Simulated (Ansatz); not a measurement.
# ZnTeC2: from a guess to a relaxed structure

The task: take a trial cell of ZnTeC2 to zero force and stress.

Computed with Ansatz 0.2.0 (DFT PBE, scalar-relativistic, plane waves, PAW, unless a step's input says otherwise).

### 1 The starting structure

It takes space group P-3m1 (No. 164, trigonal). Conventional cell: a = 3.521 Å, b = 3.521 Å, c = 6.118 Å, α = 90.00°, β = 90.00°, γ = 120.00°. Around Zn (site symmetry -3m) lie 6 C at 2.62 Å and 2 Te at 3.06 Å. Te (site symmetry -3m) has 6 C at 2.47 Å and 2 Zn at 3.06 Å as nearest neighbours. C (site symmetry 3m) is surrounded by 3 Te at 2.47 Å and 3 Zn at 2.62 Å.

Structure file:

```
CELL_PARAMETERS angstrom
3.52121 0.00000 0.00000
-1.76060 3.04946 0.00000
0.00000 0.00000 6.11815
ATOMIC_POSITIONS crystal
Zn 0.00000 0.00000 0.50000
Te 0.00000 0.00000 0.00000
C 0.33333 0.66667 0.77024
C 0.66667 0.33333 0.22976
```

The cell is invented: species swapped into a database cell of LiVS2 (P-3m1, No. 164), with Zn on the Li sites, Te on the V sites and C on the S sites. The dimensions are guesses.

### 2 The guess as it stands, on a coarse mesh

File input.yaml:

```yaml
crystal:
  lattice:
    - [3.52120985, 0.0, 0.0]
    - [-1.76060493, 3.04945719, 0.0]
    - [0.0, 0.0, 6.11815088]
  atoms:
    - { symbol: Zn, position: [0.0, 0.0, 0.5] }
    - { symbol: Te, position: [0.0, 0.0, 0.0] }
    - { symbol: C, position: [0.33333333, 0.66666667, 0.770244] }
    - { symbol: C, position: [0.66666667, 0.33333333, 0.229756] }
basis:
  ecutwfc: 420
kpoints:
  mp_grid: { grid: [6, 6, 4] }
hamiltonian:
  xc: pbe
scf:
  occupations: { method: gaussian, width: 0.1 }
  lower_state_search: "off"
output:
  forces: true
  stress: true
  eigenvalues: true
```

The run is started by

```sh
$ ansatz run input.yaml --threads 1 --pin off --max-ram 2048MiB --backend cpu --events-out ev --progress --plain --runs-dir out
```

Output (excerpt; [...] marks lines left out):

```text
Warning: RAYON_NUM_THREADS=1 ignored (pool sized by the plan → 1); use --threads N
[...]
Pseudopotentials: kind: paw
Pseudopotential: Zn, paw, valence charge 12, recommended cutoff 420 eV (normal), Zn.paw.azcp
Pseudopotential: Te, paw, valence charge 16, recommended cutoff 420 eV (normal), Te.paw.azcp
Pseudopotential: C, paw, valence charge 4, recommended cutoff 420 eV (normal), C.paw.azcp
Functional definition: PBE
[...]
Crystal: 4 atoms, lattice volume = 65.695 Å³
Basis set: ecut = 420 eV, 1287 PW (Γ), exchange–correlation on 48×48×90 points (8 copies of the dense FFT grid, shifted against one another)
Bands: 22, of which v1, the nominal top of the filled ones, is band 18 counted from 1 (17 counted from 0)
Symmetry: 12 space group operations
Space group: P-3m1 (ITA 164), of the structure as read, at distance tolerance 4.0e-5 Å
k-points: 24 of 144
[...]
SCF iter   1: F=—  HF=-10793.001751 eV  |F-HF|=—  |Δ(HF+E_count)|=         —  Δρ=3.17e-3  dr2=1.06e-2  ethr=1.77e-3  ⟨swp⟩=5.7  Hψ=2549  notcnv=0
[...]
SCF iter   9: F=-10792.999610 eV  HF=-10792.999610 eV  |F-HF|=1.93e-10  |Δ(HF+E_count)|=   1.36e-7  Δρ=1.96e-6  dr2=2.14e-9  ethr=2.78e-10  ⟨swp⟩=4.6  Hψ=1979  notcnv=0
[...]
SCF converged after 9 iterations
Free energy (F): -10792.999610 eV
[...]
E sigma→0 (E₀):  -10792.992462 eV
Entropy (-TS):   -0.014294 eV (-3.574 meV/atom)
Fermi energy:    8.850340 eV
[...]
--- Forces (eV/Å), atoms counted from 1 ---
  atom   1  Zn    -0.00000000    -0.00000000     0.00000000
  atom   2  Te     0.00000000     0.00000000    -0.00000000
  atom   3  C      0.00000000    -0.00000000    -0.04682506
  atom   4  C     -0.00000000     0.00000000     0.04682506
[...]
--- Stress (GPa, compression-positive) ---
      -16.660677       0.000000       0.000000
       -0.000000     -16.660677       0.000000
       -0.000000       0.000000     -13.063077
  P = ⅓ Tr σ = -15.4615 GPa (-154.615 kbar)
--- Band table (eV; the first three rows and the last of 24) ---
  k-point 0: bands = ["-29.2306", "-29.2085", "-29.2085", "-29.1895", "-29.1895", "-6.1677", "-1.6303", "1.3069", "2.3494", "2.3494", "2.3813", "2.4249", "2.4249", "7.3191", "7.5802", "7.5802", "8.2613", "8.8697", "8.8697", "10.0898", "12.0143", "12.0143"]
[...]
```

Run time: 2.6 s. Hardware: 1 thread of Arm Neoverse V1, shared host; peak memory 0.34 GiB.

Read-out: pressure -15.5 GPa, largest force 0.05 eV/Å, gap on this mesh none (metal). A cheap, loose relaxation comes first.

### 3 Rough relaxation on the coarse mesh

input.yaml, as its differences from that of step 2:

```diff
@@ -23 +23,6 @@
   eigenvalues: true
+relax:
+  adjacent_minimum: "off"
+  f_tol: 0.04
+  max_steps: 70
+  cell: { stress_tol: 0.4 }
```

The run is started by

```sh
$ ansatz run input.yaml --threads 1 --pin off --max-ram 2048MiB --backend cpu --events-out ev --progress --plain --runs-dir out
```

Output:

```text
Warning: RAYON_NUM_THREADS=1 ignored (pool sized by the plan → 1); use --threads N
Engine: ansatz 0.2.0, aarch64-unknown-linux-gnu
[... 5 set-up lines as earlier in the session ...]
  parameter kappa = 0.804
  parameter beta = 0.06672455060314922
  exchange = pbe_x(kappa = kappa, mu = beta*pi^2/3)
  correlation = pbe_c(beta = beta)
Crystal: 4 atoms, lattice volume = 65.695 Å³
Basis set: ecut = 420 eV, 1287 PW (Γ), exchange–correlation on 48×48×90 points (8 copies of the dense FFT grid, shifted against one another)
Bands: 22, of which v1, the nominal top of the filled ones, is band 18 counted from 1 (17 counted from 0)
[... 2 set-up lines as earlier in the session ...]
k-points: 24 of 144
Non-local potential: Zn, projectors of the file, l = 0: 2, l = 1: 2, l = 2: 3, l = 3: 1
Non-local potential: Te, projectors of the file, l = 0: 2, l = 1: 2, l = 2: 2, l = 3: 2
Non-local potential: C, projectors of the file, l = 0: 2, l = 1: 2, l = 2: 1
PAW form: soft (Blöchl's): semilocal exchange-correlation on the pseudo side does not see the compensation charge
PAW one-centre angular grid: Zn, 590 points (default); XC on 64 Gauss nodes
PAW one-centre angular grid: Te, 590 points (default); XC on 64 Gauss nodes
PAW one-centre angular grid: C, 110 points (default); XC on 64 Gauss nodes
Initial density: superposition of atomic densities (neutral atoms: chi_scale 0, normalization atom), corrected by the library's trained network
Initial wavefunctions: pseudopotential atomic-orbital guess
Functional: x = pbe(κ = 0.804, μ = 0.2195149727645171), c = pbe(β = 0.06672455060314922)
SCF iter   1: F=—  HF=-10793.001751 eV  |F-HF|=—  |Δ(HF+E_count)|=         —  Δρ=3.17e-3  dr2=1.06e-2  ethr=1.77e-3  ⟨swp⟩=5.7  Hψ=2549  notcnv=0
preconditioner: auto → Kerker (q_TF=auto, 2.468 Å⁻¹)  [metal: Δε(μ)=0.031 eV  Ē_g=8.527 eV  σ=0.100 eV  W_gap=0.17  n_scr=22 (ndim 8)  ℏωp=23.4 eV  f_vac=0.000  D(μ)=2.89/eV (n_scr^D=22)]
SCF iter   2: F=—  HF=-10793.000228 eV  |F-HF|=—  |Δ(HF+E_count)|=   1.52e-3  Δρ=1.63e-3  dr2=4.04e-3  ethr=2.93e-5  ⟨swp⟩=1.6  Hψ=736  notcnv=0
SCF iter   3: F=—  HF=-10792.999766 eV  |F-HF|=—  |Δ(HF+E_count)|=   4.62e-4  Δρ=4.85e-4  dr2=3.16e-4  ethr=1.12e-5  ⟨swp⟩=3.0  Hψ=949  notcnv=0
SCF iter   4: F=—  HF=-10792.999643 eV  |F-HF|=—  |Δ(HF+E_count)|=   1.23e-4  Δρ=1.95e-4  dr2=7.52e-5  ethr=8.79e-7  ⟨swp⟩=2.0  Hψ=942  notcnv=0
SCF iter   5: F=—  HF=-10792.999618 eV  |F-HF|=—  |Δ(HF+E_count)|=   2.52e-5  Δρ=1.34e-4  dr2=9.16e-6  ethr=2.09e-7  ⟨swp⟩=2.0  Hψ=963  notcnv=0
SCF iter   6: F=—  HF=-10792.999610 eV  |F-HF|=—  |Δ(HF+E_count)|=   7.36e-6  Δρ=6.94e-5  dr2=2.97e-6  ethr=2.54e-8  ⟨swp⟩=2.0  Hψ=904  notcnv=0
SCF iter   7: F=—  HF=-10792.999610 eV  |F-HF|=—  |Δ(HF+E_count)|=   8.99e-8  Δρ=3.80e-5  dr2=8.60e-7  ethr=8.24e-9  ⟨swp⟩=2.0  Hψ=955  notcnv=0
SCF iter   8: F=—  HF=-10792.999610 eV  |F-HF|=—  |Δ(HF+E_count)|=   4.88e-7  Δρ=1.73e-5  dr2=1.76e-7  ethr=2.39e-9  ⟨swp⟩=2.0  Hψ=870  notcnv=0
SCF iter   9: F=-10792.999610 eV  HF=-10792.999610 eV  |F-HF|=2.00e-10  |Δ(HF+E_count)|=   1.36e-7  Δρ=1.96e-6  dr2=2.14e-9  ethr=2.78e-10  ⟨swp⟩=4.6  Hψ=1971  notcnv=0
SCF 1 converged in 9 iterations: F = -10792.999610 eV  dr2 = 2.14e-9
relax step   1: F+E_penalty+E_count = -10792.99960968 eV  Δ(F+E_penalty+E_count) = +0.000e0 eV  max|allowed force component| = 4.683e-2 eV/Å  Δτ_max = 0.0000 Å  P = -15.461 GPa  Ω = 65.695 Å³  (9 SCF iters, dr2 threshold 1.00e-7 eV, accepted)
Crystal: 4 atoms, lattice volume = 57.542 Å³
Basis set: ecut = 420 eV, 1147 PW (Γ), exchange–correlation on 48×48×90 points (8 copies of the dense FFT grid, shifted against one another)
Initial density: handed on by an earlier stage of this run
Initial wavefunctions: those handed on with the density
iter 1 solved again at ethr=9.83e-4 eV; its pass at ethr=3.10e-3 eV (dr2=3.54e-1 eV) is discarded
SCF iter   1: F=—  HF=-10793.761692 eV  |F-HF|=—  |Δ(HF+E_count)|=         —  Δρ=1.92e-2  dr2=3.58e-1  ethr=9.83e-4  ⟨swp⟩=1.0  Hψ=3015  notcnv=0
preconditioner: auto → Kerker (q_TF=auto, 2.523 Å⁻¹)  [metal: Δε(μ)=0.038 eV  Ē_g=9.234 eV  σ=0.100 eV  W_gap=0.21  n_scr=22 (ndim 8)  ℏωp=25.0 eV  f_vac=0.000  D(μ)=2.41/eV (n_scr^D=22)]
SCF iter   2: F=—  HF=-10793.687178 eV  |F-HF|=—  |Δ(HF+E_count)|=   7.45e-2  Δρ=5.83e-3  dr2=4.32e-2  ethr=9.83e-4  ⟨swp⟩=2.0  Hψ=736  notcnv=0
SCF iter   3: F=—  HF=-10793.679305 eV  |F-HF|=—  |Δ(HF+E_count)|=   7.87e-3  Δρ=2.37e-3  dr2=7.16e-3  ethr=1.20e-4  ⟨swp⟩=1.7  Hψ=687  notcnv=0
SCF iter   4: F=—  HF=-10793.679306 eV  |F-HF|=—  |Δ(HF+E_count)|=   1.55e-6  Δρ=1.80e-3  dr2=1.65e-3  ethr=1.99e-5  ⟨swp⟩=2.0  Hψ=782  notcnv=0
SCF iter   5: F=—  HF=-10793.678511 eV  |F-HF|=—  |Δ(HF+E_count)|=   7.95e-4  Δρ=4.19e-4  dr2=1.61e-4  ethr=4.58e-6  ⟨swp⟩=2.0  Hψ=836  notcnv=0
SCF iter   6: F=—  HF=-10793.678517 eV  |F-HF|=—  |Δ(HF+E_count)|=   5.56e-6  Δρ=1.80e-4  dr2=2.40e-5  ethr=4.47e-7  ⟨swp⟩=2.5  Hψ=833  notcnv=0
SCF iter   7: F=—  HF=-10793.678518 eV  |F-HF|=—  |Δ(HF+E_count)|=   1.66e-6  Δρ=3.95e-5  dr2=1.26e-6  ethr=6.66e-8  ⟨swp⟩=2.0  Hψ=841  notcnv=0
SCF iter   8: F=-10793.678519 eV  HF=-10793.678519 eV  |F-HF|=4.05e-9  |Δ(HF+E_count)|=   2.33e-7  Δρ=9.94e-6  dr2=6.96e-8  ethr=1.11e-9  ⟨swp⟩=6.6  Hψ=2472  notcnv=0
SCF 2 converged in 8 iterations: F = -10793.678519 eV  dr2 = 6.96e-8
relax step   2: F+E_penalty+E_count = -10793.67851870 eV  Δ(F+E_penalty+E_count) = -6.789e-1 eV  max|allowed force component| = 8.079e-3 eV/Å  Δτ_max = 0.0256 Å  P = -9.270 GPa  Ω = 57.542 Å³  energy of the carried Pulay correction = +1.024e-2 eV  (8 SCF iters, dr2 threshold 4.00e-7 eV, accepted)
Crystal: 4 atoms, lattice volume = 50.810 Å³
Basis set: ecut = 420 eV, 991 PW (Γ), exchange–correlation on 48×48×90 points (8 copies of the dense FFT grid, shifted against one another)
iter 1 solved again at ethr=1.06e-3 eV; its pass at ethr=3.10e-3 eV (dr2=3.82e-1 eV) is discarded
SCF iter   1: F=—  HF=-10793.944178 eV  |F-HF|=—  |Δ(HF+E_count)|=         —  Δρ=2.19e-2  dr2=3.86e-1  ethr=1.06e-3  ⟨swp⟩=1.0  Hψ=3000  notcnv=0
preconditioner: auto → Kerker (q_TF=auto, 2.576 Å⁻¹)  [metal: Δε(μ)=0.024 eV  Ē_g=10.046 eV  σ=0.100 eV  W_gap=0.14  n_scr=22 (ndim 8)  ℏωp=26.6 eV  f_vac=0.000  D(μ)=1.81/eV (n_scr^D=22)]
SCF iter   2: F=—  HF=-10793.859981 eV  |F-HF|=—  |Δ(HF+E_count)|=   8.42e-2  Δρ=7.54e-3  dr2=5.79e-2  ethr=1.06e-3  ⟨swp⟩=2.0  Hψ=755  notcnv=0
SCF iter   3: F=—  HF=-10793.847748 eV  |F-HF|=—  |Δ(HF+E_count)|=   1.22e-2  Δρ=2.50e-3  dr2=6.49e-3  ethr=1.61e-4  ⟨swp⟩=2.0  Hψ=717  notcnv=0
SCF iter   4: F=—  HF=-10793.847558 eV  |F-HF|=—  |Δ(HF+E_count)|=   1.90e-4  Δρ=1.64e-3  dr2=1.38e-3  ethr=1.80e-5  ⟨swp⟩=2.0  Hψ=781  notcnv=0
SCF iter   5: F=—  HF=-10793.846999 eV  |F-HF|=—  |Δ(HF+E_count)|=   5.59e-4  Δρ=4.94e-4  dr2=1.59e-4  ethr=3.82e-6  ⟨swp⟩=2.0  Hψ=812  notcnv=0
SCF iter   6: F=—  HF=-10793.846983 eV  |F-HF|=—  |Δ(HF+E_count)|=   1.63e-5  Δρ=1.96e-4  dr2=2.56e-5  ethr=4.42e-7  ⟨swp⟩=2.0  Hψ=803  notcnv=0
SCF iter   7: F=—  HF=-10793.846984 eV  |F-HF|=—  |Δ(HF+E_count)|=   1.10e-6  Δρ=4.33e-5  dr2=1.00e-6  ethr=7.10e-8  ⟨swp⟩=2.5  Hψ=819  notcnv=0
SCF iter   8: F=-10793.846984 eV  HF=-10793.846984 eV  |F-HF|=7.53e-9  |Δ(HF+E_count)|=   1.32e-7  Δρ=9.72e-6  dr2=4.38e-8  ethr=1.11e-9  ⟨swp⟩=6.0  Hψ=2281  notcnv=0
SCF 3 converged in 8 iterations: F = -10793.846984 eV  dr2 = 4.38e-8
relax step   3: F+E_penalty+E_count = -10793.84698397 eV  Δ(F+E_penalty+E_count) = -1.685e-1 eV  max|allowed force component| = 1.193e-1 eV/Å  Δτ_max = 0.0165 Å  P = +2.951 GPa  Ω = 50.810 Å³  energy of the carried Pulay correction = +1.978e-2 eV  (8 SCF iters, dr2 threshold 4.00e-7 eV, accepted)
Crystal: 4 atoms, lattice volume = 51.900 Å³
Basis set: ecut = 420 eV, 1039 PW (Γ), exchange–correlation on 48×48×90 points (8 copies of the dense FFT grid, shifted against one another)
iter 1 solved again at ethr=6.03e-5 eV; its pass at ethr=3.10e-3 eV (dr2=2.17e-2 eV) is discarded
SCF iter   1: F=—  HF=-10793.867368 eV  |F-HF|=—  |Δ(HF+E_count)|=         —  Δρ=5.25e-3  dr2=2.19e-2  ethr=6.03e-5  ⟨swp⟩=1.0  Hψ=3240  notcnv=0
preconditioner: auto → Kerker (q_TF=auto, 2.567 Å⁻¹)  [metal: Δε(μ)=0.020 eV  Ē_g=9.871 eV  σ=0.100 eV  W_gap=0.11  n_scr=22 (ndim 8)  ℏωp=26.3 eV  f_vac=0.000  D(μ)=2.13/eV (n_scr^D=22)]
SCF iter   2: F=—  HF=-10793.862608 eV  |F-HF|=—  |Δ(HF+E_count)|=   4.76e-3  Δρ=1.81e-3  dr2=3.08e-3  ethr=6.03e-5  ⟨swp⟩=2.0  Hψ=652  notcnv=0
SCF iter   3: F=—  HF=-10793.862012 eV  |F-HF|=—  |Δ(HF+E_count)|=   5.95e-4  Δρ=6.39e-4  dr2=4.14e-4  ethr=8.56e-6  ⟨swp⟩=2.0  Hψ=661  notcnv=0
SCF iter   4: F=—  HF=-10793.861974 eV  |F-HF|=—  |Δ(HF+E_count)|=   3.85e-5  Δρ=2.46e-4  dr2=4.57e-5  ethr=1.15e-6  ⟨swp⟩=2.0  Hψ=761  notcnv=0
SCF iter   5: F=—  HF=-10793.861976 eV  |F-HF|=—  |Δ(HF+E_count)|=   1.65e-6  Δρ=1.81e-4  dr2=1.06e-5  ethr=1.27e-7  ⟨swp⟩=2.0  Hψ=787  notcnv=0
SCF iter   6: F=—  HF=-10793.861971 eV  |F-HF|=—  |Δ(HF+E_count)|=   4.61e-6  Δρ=5.58e-5  dr2=1.68e-6  ethr=2.95e-8  ⟨swp⟩=2.0  Hψ=732  notcnv=0
SCF iter   7: F=-10793.861971 eV  HF=-10793.861971 eV  |F-HF|=5.81e-9  |Δ(HF+E_count)|=   3.27e-7  Δρ=1.22e-5  dr2=7.98e-8  ethr=1.11e-9  ⟨swp⟩=6.2  Hψ=2382  notcnv=0
SCF 4 converged in 7 iterations: F = -10793.861971 eV  dr2 = 7.98e-8
relax step   4: F+E_penalty+E_count = -10793.86197128 eV  Δ(F+E_penalty+E_count) = -1.499e-2 eV  max|allowed force component| = 4.024e-3 eV/Å  Δτ_max = 0.0049 Å  P = +0.126 GPa  Ω = 51.900 Å³  energy of the carried Pulay correction = +1.816e-2 eV  (7 SCF iters, dr2 threshold 4.00e-7 eV, accepted)
Basis set: ecut = 420 eV, 1039 PW (Γ), exchange–correlation on 48×48×80 points (8 copies of the dense FFT grid, shifted against one another)
Initial wavefunctions: pseudopotential atomic-orbital guess (no wavefunctions were taken with the density)
iter 1 solved again at ethr=1.13e-7 eV; its pass at ethr=3.10e-3 eV (dr2=4.07e-5 eV) is discarded
SCF iter   1: F=—  HF=-10793.852848 eV  |F-HF|=—  |Δ(HF+E_count)|=         —  Δρ=4.96e-4  dr2=2.45e-5  ethr=1.13e-7  ⟨swp⟩=3.0  Hψ=3924  notcnv=0
preconditioner: auto → Kerker (q_TF=auto, 2.567 Å⁻¹)  [metal: Δε(μ)=0.071 eV  Ē_g=9.859 eV  σ=0.100 eV  W_gap=0.37  n_scr=22 (ndim 8)  ℏωp=26.3 eV  f_vac=0.000  D(μ)=2.10/eV (n_scr^D=22)]
SCF iter   2: F=—  HF=-10793.852879 eV  |F-HF|=—  |Δ(HF+E_count)|=   3.14e-5  Δρ=4.74e-4  dr2=4.99e-5  ethr=6.80e-8  ⟨swp⟩=2.1  Hψ=826  notcnv=0
SCF iter   3: F=—  HF=-10793.852876 eV  |F-HF|=—  |Δ(HF+E_count)|=   3.07e-6  Δρ=1.34e-4  dr2=3.05e-6  ethr=6.80e-8  ⟨swp⟩=2.0  Hψ=733  notcnv=0
SCF iter   4: F=—  HF=-10793.852872 eV  |F-HF|=—  |Δ(HF+E_count)|=   4.33e-6  Δρ=1.99e-5  dr2=2.85e-7  ethr=8.47e-9  ⟨swp⟩=2.0  Hψ=811  notcnv=0
SCF iter   5: F=—  HF=-10793.852872 eV  |F-HF|=—  |Δ(HF+E_count)|=   2.96e-7  Δρ=1.03e-5  dr2=3.71e-8  ethr=7.91e-10  ⟨swp⟩=2.0  Hψ=759  notcnv=0
SCF iter   6: F=—  HF=-10793.852872 eV  |F-HF|=—  |Δ(HF+E_count)|=   3.96e-8  Δρ=2.37e-6  dr2=4.17e-9  ethr=1.03e-10  ⟨swp⟩=2.1  Hψ=822  notcnv=0
SCF iter   7: F=-10793.852872 eV  HF=-10793.852872 eV  |F-HF|=3.57e-10  |Δ(HF+E_count)|=  7.37e-10  Δρ=7.41e-7  dr2=6.39e-10  ethr=7.11e-12  ⟨swp⟩=4.8  Hψ=1983  notcnv=0
SCF 5 converged in 7 iterations: F = -10793.852872 eV  dr2 = 6.39e-10
relax step   5: F+E_penalty+E_count = -10793.85287216 eV  Δ(F+E_penalty+E_count) = +9.099e-3 eV  max|allowed force component| = 1.089e-3 eV/Å  Δτ_max = 0.0000 Å  P = -0.060 GPa  Ω = 51.900 Å³  stress off target by 8.80e-2 GPa  SCF on the basis re-selected at this cell (its energy is not comparable with the rows above)  (7 SCF iters)
basis re-selected at this cell: Δ(F+E_penalty+E_count) = +9.099e-3 eV, ΔP = -0.186 GPa vs the last step (what re-selecting the basis moved, of the pressure what is left beyond the Pulay correction that the steps carried, after the strain that the cell walked since its last selection, with what the two solves' SCF thresholds leave and, on support functions, any second-order correction that the steps lacked; it is no measure of the basis error at this ecutwfc). The dense FFT grid was sized anew with the basis: this SCF ran on 24×24×40 points, the steps before it on 24×24×45, so part of this shift can come from that change (see relax.cell in the input reference). This SCF's stress stands 8.80e-2 GPa from its target on what of the cell is left free (relax.cell.stress_tol is 4.00e-1 GPa) and its largest allowed force component is 1.09e-3 eV/Å (relax.f_tol is 4.00e-2 eV/Å): within both
SCF converged after 7 iterations
Free energy (F): -10793.852872 eV
Harris-Foulkes:  -10793.852872 eV  (|F-HF|=3.57e-10)
Internal energy: -10793.842374 eV  (E = F + TS)
E sigma→0 (E₀):  -10793.847623 eV
Entropy (-TS):   -0.010498 eV (-2.625 meV/atom)
Fermi energy:    12.537614 eV
--- Per-component energies (eV) ---
  E_band       = -102.183849
  E_kinetic    = 481.642117
  E_local      = -2633.537324  (includes V_loc(G=0)·N_el)
  E_nonlocal   = 360.255208
  E_hartree    = 1377.626124
  E_xc         = -355.721416
  E_vxc        = -273.085390  (∫ρ·V_xc dr)
  E_paw        = -6690.025881  (= ΣΔE_a)
  E_vpaw       = -792.710406  (= ΣTr[D̂ρ^β])
  E_aug_tail   = -0.000542  (compensation charges beyond the density's cutoff)
  E_ewald      = -3334.080660
  E_smearing   = -0.010498  (= −TS)
  E_closure    = -0.000000  (closes the sum)
  Σ components = -10793.852872   (vs F -10793.852872, Δ=0.00e0)
--- Forces (eV/Å), atoms counted from 1 ---
  atom   1  Zn     0.00000000    -0.00000000     0.00000000
  atom   2  Te     0.00000000    -0.00000000     0.00000000
  atom   3  C      0.00000000    -0.00000000     0.00108868
  atom   4  C      0.00000000     0.00000000    -0.00108868
  max |Σ_I F_I| component: 7.40e-17 eV/Å
--- Stress (GPa, compression-positive) ---
       -0.087953      -0.000000       0.000000
       -0.000000      -0.087953       0.000000
        0.000000       0.000000      -0.002937
  P = ⅓ Tr σ = -0.0596 GPa (-0.596 kbar)
--- Band table (eV; the first three rows and the last of 24) ---
  k-point 0: bands = ["-25.9460", "-25.9343", "-25.9343", "-25.8873", "-25.8873", "-4.5894", "0.5809", "3.7508", "5.7365", "5.7365", "5.7813", "5.8981", "5.8981", "11.2771", "11.2771", "11.4705", "12.5499", "12.5499", "12.7754", "14.8633", "16.5583", "16.5583"]
  k-point 1: bands = ["-25.9459", "-25.9343", "-25.9343", "-25.8873", "-25.8873", "-4.5326", "0.1085", "4.6600", "5.7317", "5.7317", "5.8827", "5.8941", "5.8941", "9.8071", "11.3944", "11.3944", "12.4538", "12.4538", "13.8105", "14.9585", "16.5198", "16.5198"]
  k-point 2: bands = ["-25.9458", "-25.9343", "-25.9343", "-25.8873", "-25.8873", "-4.4719", "-0.2582", "5.3692", "5.7266", "5.7266", "5.8904", "5.8904", "6.6571", "8.0735", "11.5408", "11.5408", "12.3280", "12.3280", "14.3065", "15.0799", "16.4824", "16.4824"]
  k-point 23: bands = ["-25.9125", "-25.9114", "-25.9114", "-25.9006", "-25.9006", "0.3421", "1.6195", "1.6195", "4.9189", "5.5966", "5.5966", "5.7963", "5.7963", "6.9080", "7.0672", "7.0672", "12.0371", "12.0371", "13.6797", "15.4330", "15.6468", "15.6468"]
--- Relaxed structure (4 steps of the walk, 4 accepted, 1 SCFs on fresh bases) ---
  F+E_penalty+E_count = -10793.85287216 eV   max|allowed force component| = 1.089e-3 eV/Å   (the final SCF, on the basis selected at the relaxed cell)
  cell:  # Å, volume = 51.9004 Å³
    - [3.240456400458265, 2.6565845764461724e-9, -2.718021174396019e-26]
    - [-1.6202282025298023, 2.8063175613244455, 2.8712174610185184e-17]
    - [-9.445199751209599e-26, 5.760547059878571e-17, 5.707265167191809]
  atoms:
    - { symbol: Zn, position: [7.703719777548943e-34, -1.5407439555097887e-33, 0.49999999999999994] }
    - { symbol: Te, position: [1.4378893638756298e-35, 1.052608068304184e-35, 1.4176860868596366e-19] }
    - { symbol: C, position: [0.33333333333333315, 0.6666666666666665, 0.7625709030512015] }
    - { symbol: C, position: [0.6666666666666665, 0.33333333333333326, 0.23742909694879855] }
```

Wall time 14 s (1 thread of Arm Neoverse V1, shared host); peak memory 0.36 GiB.

Step by step:

```
step  E - E(step 1) (eV/cell)  largest force component (eV/Å)  pressure (GPa)  volume (Å³)
   1                   0.0000                          0.0468          -15.46        65.70
   2                  -0.6789                          0.0081           -9.27        57.54
   3                  -0.8474                          0.1193            2.95        50.81
   4                  -0.8624                          0.0040            0.13        51.90
   5                  -0.8533                          0.0011           -0.06        51.90
```

Step 1 is the start. Step 5 repeats the geometry before it on a plane-wave basis chosen anew for that cell, so its energy need not be comparable with the rows above.

|  | before | after | change |
| --- | --- | --- | --- |
| a (Å) | 3.521 | 3.240 | -8.0 % |
| b (Å) | 3.521 | 3.240 | -8.0 % |
| c (Å) | 6.118 | 5.707 | -6.7 % |
| volume (Å³/atom) | 16.42 | 12.98 | -21.0 % |
| shortest distance (Å) | 2.472 | 2.310 | -6.5 % |
| space group (0.01 Å) | P-3m1 | P-3m1 | same |

The run keeps the 12 symmetry operations of the start, so it could not have lowered the symmetry.

(Part 1 of 2 ends here.)
